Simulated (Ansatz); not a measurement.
# C3H11AlSe: small, medium and large basis sets

An exercise on one series of results from a longer session: the logs are not shown, and one member is left open.

Program: Ansatz 0.2.0, Gaussian basis. Level of theory: one geometry, several basis sets. These are calculated values, not measurements.

Levels to be run: PBE0-D4/def2-SVP; ωB97M-V/def2-SVP; PBE0-D4/def2-QZVPP; ωB97M-V/def2-QZVPP; the functionals' def2-TZVPP values are taken from earlier runs.

## The geometry

The geometry comes from an earlier relaxation with PBE0-D4 in a triple-zeta def2 set; it is a stationary point, not always the lowest conformer.

SMILES `[CH3][Al-]([CH3])([CH3])[SeH2+]`, 16 atoms, charge 0, spin multiplicity 1.

Atoms are counted from 1 here; the program's logs count them from 0.

Bond lengths: C1–Al2 1.973 Å, C1–H6 1.097 Å, C1–H7 1.095 Å, C1–H8 1.095 Å, Al2–C3 1.972 Å, Al2–C4 1.972 Å, Al2–Se5 2.741 Å, C3–H9 1.097 Å, C3–H10 1.095 Å, C3–H11 1.095 Å, C4–H12 1.095 Å, C4–H13 1.095 Å, C4–H14 1.097 Å, Se5–H15 1.469 Å, Se5–H16 1.469 Å. Angles: Al2–C1–H6 110.2°, Al2–C1–H7 112.8°, Al2–C1–H8 112.8°, H6–C1–H7 106.4°, H6–C1–H8 106.4°, H7–C1–H8 107.7°, C1–Al2–C3 118.4°, C1–Al2–C4 118.3°, C1–Al2–Se5 99.1°, C3–Al2–C4 118.7°, C3–Al2–Se5 96.2°, C4–Al2–Se5 96.2°, Al2–C3–H9 109.9°, Al2–C3–H10 113.0°, Al2–C3–H11 113.0°, H9–C3–H10 106.5°, H9–C3–H11 106.3°, H10–C3–H11 107.7° and more.

The first run:

File in.yaml:

```yaml
crystal:
  periodic: [false, false, false]
  atoms:
    - {symbol: C, position_ang: [-1.149079, 0.705225, -1.377556]}
    - {symbol: Al, position_ang: [0.170836, -0.185059, -0.212726]}
    - {symbol: C, position_ang: [2.015921, 0.511786, -0.184407]}
    - {symbol: C, position_ang: [-0.137988, -2.068935, 0.283489]}
    - {symbol: Se, position_ang: [-0.584566, 0.883545, 2.195868]}
    - {symbol: H, position_ang: [-1.003862, 0.396290, -2.419701]}
    - {symbol: H, position_ang: [-1.061073, 1.796556, -1.362753]}
    - {symbol: H, position_ang: [-2.182566, 0.451060, -1.120127]}
    - {symbol: H, position_ang: [2.555275, 0.176701, -1.078548]}
    - {symbol: H, position_ang: [2.592734, 0.158468, 0.676315]}
    - {symbol: H, position_ang: [2.060866, 1.605847, -0.189549]}
    - {symbol: H, position_ang: [-1.185526, -2.283721, 0.519193]}
    - {symbol: H, position_ang: [0.468353, -2.390898, 1.136163]}
    - {symbol: H, position_ang: [0.130335, -2.724334, -0.553847]}
    - {symbol: H, position_ang: [-0.686064, 2.269850, 1.721993]}
    - {symbol: H, position_ang: [-2.026393, 0.675015, 2.010494]}
basis:
  gaussian: {orbitals: def2-SVP}
hamiltonian: {xc: pbe0, dispersion: d4}
output: {orbitals: {seedname: orbitals}}
```

Run with:

```sh
$ ansatz run in.yaml --threads 4 --pin off --events-out ev --progress --plain --max-ram 11315MiB
```

Steps of the session up to this table: PBE0-D4 in def2-SVP; ωB97M-V in def2-SVP; PBE0-D4 in def2-QZVPP; ωB97M-V in def2-QZVPP.

One table of the session follows, with a row left open; its other results are not shown here.

It belongs to the step «Density functionals: the series». 

| functional | basis | HOMO (eV) |
| --- | --- | --- |
| PBE0-D4 | def2-SVP | -7.02 |
| PBE0-D4 | def2-TZVPP | ? |
| PBE0-D4 | def2-QZVPP | -7.10 |
| ωB97M-V | def2-SVP | -9.28 |
| ωB97M-V | def2-TZVPP | -9.35 |
| ωB97M-V | def2-QZVPP | -9.36 |

Q: Estimate the row for PBE0-D4, def2-TZVPP from the others.

**Answer.** HOMO (eV): -7.09. In the column «HOMO (eV)» it lies between PBE0-D4, def2-QZVPP (-7.10) and PBE0-D4, def2-SVP (-7.02).
